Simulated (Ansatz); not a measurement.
Working through a phonon calculation by linear response of Be₃Ir, space group I4/mmm

Program: the Ansatz DFT code, driven from Python.

Input file `POSCAR`:
```text
Be3Ir
1.0
  -1.63160805    1.63160805    3.62557229
   1.63160805   -1.63160805    3.62557229
   1.63160805    1.63160805   -3.62557229
Be Ir
3 1
Direct
   0.75000000    0.25000000    0.50000000
   0.25000000    0.75000000    0.50000000
   0.50000000    0.50000000    0.00000000
   0.00000000    0.00000000    0.00000000
```

Run as a notebook:

```python
from pathlib import Path
import warnings

import ansatz
from ase.io import read
import numpy as np
```

```python
XC = "PBEsol"
KGRID = (14, 14, 14)
```

```python
warnings.simplefilter("ignore", ansatz.DeckWarning)
```

```python
atoms = read("POSCAR", format="vasp")
xtal = ansatz.Crystal.from_ase(atoms)

len(xtal.resolved().sites)
```

    4

```python
job = (
    xtal.calculation()
    .functional(XC)
    .occupations(ansatz.OccupationsMethod.FERMI_DIRAC)
    .pseudopotentials("paw")
    .kpoints(*KGRID)
    .phonons("dfpt")
)
outcome = job.run(threads=1, runs_dir="runs")
ph = outcome.phonons

print("Gamma modes (1/cm):", " ".join(f"{w:.1f}" for w in ph.gamma_omega_inv_cm))
print("in meV:", " ".join(f"{w * 0.1239842:.2f}" for w in ph.gamma_omega_inv_cm))
```

    Gamma modes (1/cm): 0.0 0.0 0.0 123.8 354.9 354.9 452.1 496.2 496.2 529.1 541.6 541.6
    in meV: 0.00 0.00 0.00 15.35 44.00 44.00 56.05 61.52 61.52 65.60 67.15 67.15

The cell isn't relaxed first, so the values belong to this volume. Spin-orbit coupling, which matters for elements this heavy, is left out. The structure comes from a database of computed cells and needn't be a stable or known phase. The structure is taken as given; imaginary modes can come from an unrelaxed or unstable start. Phonons of metals also depend on mesh and smearing. Timing: 2.2 min on 1 thread of Arm Neoverse V2, on a shared host, peak memory 1.2 GiB.

(Lines on the test bed's own set-up are left out of the output.)
